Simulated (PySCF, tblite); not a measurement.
# C6H5FOS: infrared bands and NMR shifts

Aim: predict the infrared bands and NMR shifts of C6H5FOS (`Cc1csc(C(=O)F)c1`).

The runs use tblite 0.8.0 and PySCF 2.14.0, with density-fitted response routines of our own; the level of theory stands in each step. All values are computed, except where a source is named. Atoms count from 0, in the outputs and in this text.

### Step 1. The molecule as given

14 atoms, charge 0, multiplicity 1; geometry from: GFN2-xTB.

Bonds of the start (Å): C0–C1 1.49, C1–C2 1.37, C2–S3 1.71, S3–C4 1.73, C4–C5 1.44, C5–O6 1.19, C5–F7 1.38, C4–C8 1.38, C8–C1 1.41, C0–H9 1.09, C0–H10 1.09, C0–H11 1.09, C2–H12 1.07, C8–H13 1.08.

### Step 2. Vibrational analysis with GFN2-xTB

What the job is given:

```
{"job": {"kind": "ir", "xc": "GFN2-xTB", "basis": "xTB"}, "charge": 0, "multiplicity": 1}
C     -2.162675    -0.723624    -0.010575
C     -0.873936     0.023910     0.076654
C     -0.772797     1.357804     0.374974
S      0.833478     1.938513     0.383201
C      1.419893     0.358547    -0.023825
C      2.832672     0.142610    -0.178681
O      3.737108     0.902797    -0.076802
F      3.094133    -1.171034    -0.492239
C      0.390476    -0.546209    -0.152107
H     -2.870897    -0.354003     0.726772
H     -2.604538    -0.596800    -0.998748
H     -1.997328    -1.784779     0.154347
H     -1.577750     2.032175     0.593762
H      0.551481    -1.580380    -0.398900
```

**Question.** This job is followed by: GIAO PBE0/pcSseg-1 NMR shielding, non-relativistic, gas phase. Predict these results of the whole session: strongest single infrared mode (GFN2-xTB); zero-point energy (GFN2-xTB); 13C shifts against TMS (PBE0/pcSseg-1); 1H shifts against TMS (PBE0/pcSseg-1, means over atoms taken as alike); 33S shifts against CS2 (PBE0/pcSseg-1); 17O shifts against H2O (PBE0/pcSseg-1); 19F shifts against CFCl3 (PBE0/pcSseg-1).

**Answer**, as computed:

```
                                                              quantity                                        value
                             strongest single infrared mode (GFN2-xTB)                        1820 cm⁻¹, 631 km/mol
                                          zero-point energy (GFN2-xTB)                                58.7 kcal/mol
                                13C shifts against TMS (PBE0/pcSseg-1)  160.0, 145.4, 143.9, 143.8, 137.5, 17.1 ppm
1H shifts against TMS (PBE0/pcSseg-1, means over atoms taken as alike)                         7.84, 7.41, 2.52 ppm
                                33S shifts against CS2 (PBE0/pcSseg-1)                                      258 ppm
                                17O shifts against H2O (PBE0/pcSseg-1)                                    419.9 ppm
                              19F shifts against CFCl3 (PBE0/pcSseg-1)                                     24.0 ppm
```

In words: The lowest mode is imaginary (40i cm⁻¹), so the xTB geometry is not a minimum. The strongest single mode, at 1820 cm⁻¹, moves mainly C5 and O6. Unscaled tight-binding wavenumbers are off by several per cent, some by more. Its intensities can rank the bands wrongly. At PBE0/pcSseg-1: Shielding is most anisotropic at O6 (span 556 ppm, paramagnetic term -483 ppm). NICS(1)zz of -24 ppm above the planar ring from C1 marks a diatropic (aromatic) ring current.
